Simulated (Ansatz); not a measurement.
# C2H9AlOSi: the cost of one run

Program: Ansatz 0.2.0. Level of theory: RKS B3LYP/6-31G*. These are calculated values, not measurements.

## (1) The system as given

Bond lengths: O1–C2 1.354 Å, C2–Al3 1.998 Å, C2–C4 1.529 Å, C4–Si5 1.876 Å, O1–H6 1.000 Å, C2–H7 1.139 Å, Al3–H8 1.644 Å, Al3–H9 1.609 Å, C4–H10 1.045 Å, C4–H11 1.179 Å, Si5–H12 1.501 Å, Si5–H13 1.527 Å, Si5–H14 1.438 Å. Angles (14 of 22 angles, heavy atoms first): O1–C2–Al3 108.4°, O1–C2–C4 115.6°, Al3–C2–C4 110.8°, C2–C4–Si5 112.4°, O1–C2–H7 109.0°, Al3–C2–H7 106.1°, C4–C2–H7 106.5°, C2–O1–H6 110.4°, C2–Al3–H8 118.6°, C2–Al3–H9 120.6°, C2–C4–H10 112.5°, C2–C4–H11 105.8°, Si5–C4–H10 110.7°, Si5–C4–H11 105.7°.

Structure file:

```xyz
14

O    -0.8643    0.3842    1.4351
C     0.2094   -0.0900    0.7600
Al    0.6314   -1.9165    1.4521
C     0.0798   -0.1039   -0.7635
Si   -0.2456    1.6033   -1.4702
H    -1.6791   -0.1514    1.2139
H     1.1157    0.5561    1.0022
H     1.9766   -2.6791    0.8931
H    -0.2570   -2.5761    2.6206
H     0.9035   -0.5465   -1.2307
H    -0.8873   -0.7366   -0.9982
H     0.9413    2.4506   -1.1167
H    -1.5019    2.2345   -0.8749
H    -0.4353    1.5422   -2.8941
```

## (2) End point A

File input.yaml:

```yaml
crystal:
  periodic: [false, false, false]
  atoms:
    - { symbol: O, position_ang: [-0.8643, 0.3842, 1.4351] }
    - { symbol: C, position_ang: [0.2094, -0.09, 0.76] }
    - { symbol: Al, position_ang: [0.6314, -1.9165, 1.4521] }
    - { symbol: C, position_ang: [0.0798, -0.1039, -0.7635] }
    - { symbol: Si, position_ang: [-0.2456, 1.6033, -1.4702] }
    - { symbol: H, position_ang: [-1.6791, -0.1514, 1.2139] }
    - { symbol: H, position_ang: [1.1157, 0.5561, 1.0022] }
    - { symbol: H, position_ang: [1.9766, -2.6791, 0.8931] }
    - { symbol: H, position_ang: [-0.257, -2.5761, 2.6206] }
    - { symbol: H, position_ang: [0.9035, -0.5465, -1.2307] }
    - { symbol: H, position_ang: [-0.8873, -0.7366, -0.9982] }
    - { symbol: H, position_ang: [0.9413, 2.4506, -1.1167] }
    - { symbol: H, position_ang: [-1.5019, 2.2345, -0.8749] }
    - { symbol: H, position_ang: [-0.4353, 1.5422, -2.8941] }
basis:
  gaussian: { orbitals: "6-31G*" }
hamiltonian:
  xc: b3lyp
relax:
  f_tol: 0.015
  max_steps: 40
output:
  orbitals: {}
```

On the command line:

```bash
$ ansatz run input.yaml --threads 2 --pin off --max-ram 3072MiB --backend cpu --events-out ev --progress --plain --runs-dir out
```

Q: Estimate wall time and peak memory on 2 threads of Arm Neoverse V2, shared host.

About 75 s, with a peak of 0.23 GiB.
